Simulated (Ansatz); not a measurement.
# The tin atom (triplet): from Hartree-Fock to the top rungs, def2-SVP

How much of the correlation energy of the tin atom (triplet) does each wave-function method recover here?

The runs use Ansatz 0.2.0, Gaussian basis; def2-SVP, core rule «outside noble gas», up to 9 orbitals frozen.

Plan: UHF; CCSD(T) on ROHF; CCSD(T) on UHF; BCCD(T) on ROHF; CISD; CCSDT(Q) on ROHF; CCSDT(Q) on UHF; CASSCF and MRCISD+Q, 4 electrons in 4 orbitals; CASSCF and MRCISD+Q(relaxed), 4 electrons in 4 orbitals; CASSCF and NEVPT4(SD), 4 electrons in 4 orbitals; CASSCF and NEVPT2, 4 electrons in 4 orbitals; Full CI.

## 1. The atom

A free atom, in its lowest state of this spin that the program finds. No spin-orbit coupling is included. Elements past krypton take def2 core potentials.

1 atom, charge 0, spin multiplicity 3.

## 2. UHF

The input, in.yaml:

```yaml
crystal:
  periodic: [false, false, false]
  atoms:
    - {symbol: Sn, position_ang: [0.000000, 0.000000, 0.000000]}
basis:
  gaussian: {orbitals: def2-SVP}
magnetization: {spin_polarized: true, initial_magnetization: 2}
hamiltonian: {xc: hf}
output: {orbitals: {seedname: orbitals}}
```

Launch:

```bash
ansatz run in.yaml --threads 1 --pin off --events-out ev --progress --plain --max-ram 2393MiB
```

Further steps of the session: CCSD(T) on ROHF; CCSD(T) on UHF; BCCD(T) on ROHF; CISD; CCSDT(Q) on ROHF; CCSDT(Q) on UHF; CASSCF and MRCISD+Q, 4 electrons in 4 orbitals; CASSCF and MRCISD+Q(relaxed), 4 electrons in 4 orbitals; CASSCF and NEVPT4(SD), 4 electrons in 4 orbitals; CASSCF and NEVPT2, 4 electrons in 4 orbitals; Full CI.

**Question.** What will the summary of the whole plan be? Wanted: FCI below the RHF energy; RMP2 from FCI; UMP2 from FCI; RCCSD from FCI; RCCSD(T) from FCI; UCCSD(T) from FCI; RCCSDT(Q) from FCI; UCCSDT(Q) from FCI; NEVPT2 valence from FCI.

The runs gave:

| quantity | value |
| --- | --- |
| FCI below the RHF energy | -1.4091 eV |
| RMP2 from FCI | +38.8 kJ/mol |
| UMP2 from FCI | +37.0 kJ/mol |
| RCCSD from FCI | +2.4 kJ/mol |
| RCCSD(T) from FCI | +0.7 kJ/mol |
| UCCSD(T) from FCI | -1.0 kJ/mol |
| RCCSDT(Q) from FCI | 0.0 kJ/mol |
| UCCSDT(Q) from FCI | -1.6 kJ/mol |
| NEVPT2 valence from FCI | +26.4 kJ/mol |
| NEVPT4(SD) valence from FCI | +0.5 kJ/mol |
| MRCISD+Q valence from FCI | -2.6 kJ/mol |
| levels within 1 kcal/mol (43 meV) | CISD, RCCSD, UCCSD, RCCSD(T), UCCSD(T), BCCD(T), RCCSDT, UCCSDT, RCCSDT(Q), UCCSDT(Q), NEVPT4(SD) valence, MRCISD valence, MRCISD+Q valence, MRCISD+Q(relaxed) valence |
| T1 diagnostic | 0.019 |
| effectively unpaired electrons | 2.03 |

**Reading.** RCCSD(T) lands +0.7 kJ/mol from the yardstick (0.5 % of the correlation energy). UCCSD(T), UCCSDT, UCCSDT(Q), MRCISD+Q valence, MRCISD+Q(relaxed) valence fall below full CI: unrestricted runs freeze a spin-polarised core, another one than full CI's, and coupled cluster isn't variational. One determinant dominates. Of the multireference levels listed NEVPT4(SD) valence comes nearest in total energy (+0.5 kJ/mol), which doesn't show that its space is the better one. These misses are within one basis, not against nature; the frozen cores of restricted and unrestricted runs differ, which can shift their rows.
